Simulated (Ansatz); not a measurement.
Run this with Ansatz 0.2.0, Python API and show what comes out.

`f2ge_relaxed_scan.py`:
```python
import ansatz as az
import numpy as np

SETTINGS = {
    "basis": "def2-SVP",
    "functional": "pbe",
}


def main() -> None:
    geometry_ang = [
        ("F", (-0.6622, -1.2393, -0.5053)),
        ("Ge", (0.5478, -0.2678, 0.2736)),
        ("F", (0.1035, 1.4423, 0.2185)),
    ]
    geometry = az.Crystal.molecule()
    for symbol, xyz in geometry_ang:
        geometry = geometry.atom(symbol, xyz)

    job = geometry.calculation()
    job = job.basis(gaussian=SETTINGS["basis"])
    job = job.functional(SETTINGS["functional"])
    symbols = [site.symbol for site in geometry.cartesian_sites]
    pairs = [(0, 1), (1, 2)]
    print("held (A)   E (eV)        ", "  ".join(f"{symbols[i]}{i}-{symbols[j]}{j}" for i, j in pairs))
    for length in [1.6, 1.74, 1.88, 2.08, 2.34]:
        r = job.relax(constraints=[az.DistanceConstraint((0, 1), at=length)], force_tolerance=0.02, max_steps=60).run(threads=1).report
        xyz = np.array(r["positions_ang"])
        print(f"{length:6.2f} {r['free_energy_ev']:14.5f}  ", "  ".join(f"{np.linalg.norm(xyz[i] - xyz[j]):.3f}" for i, j in pairs))


if __name__ == "__main__":
    main()
```

`python f2ge_relaxed_scan.py` gives:
```text
held (A)   E (eV)         F0-Ge1  Ge1-F2
DeckWarning: relax.constraints: the input's atoms, or those drawn, lie off the distances that are held; a relaxation that starts there is brought onto them ahead of its first SCF, by positions alone, an atom by 6.81e-2 Å at the most. With the symmetry [...]
  1.60   -61928.43428   1.600  1.777
  1.74   -61928.90712   1.740  1.771
  1.88   -61928.79437   1.880  1.766
  2.08   -61928.20058   2.080  1.760
  2.34   -61927.23379   2.340  1.754
```
(Warnings from the package without file and line, shortened, repeats left out.)

What to keep in mind:
- Total energies depend on the basis set; only differences at equal settings carry meaning.
- The energies are electronic: no zero-point or thermal terms, and the basis set is short of its limit.
- Finished in 22 s on 1 thread of Arm Neoverse V2 (shared host), peak memory 0.18 GiB.
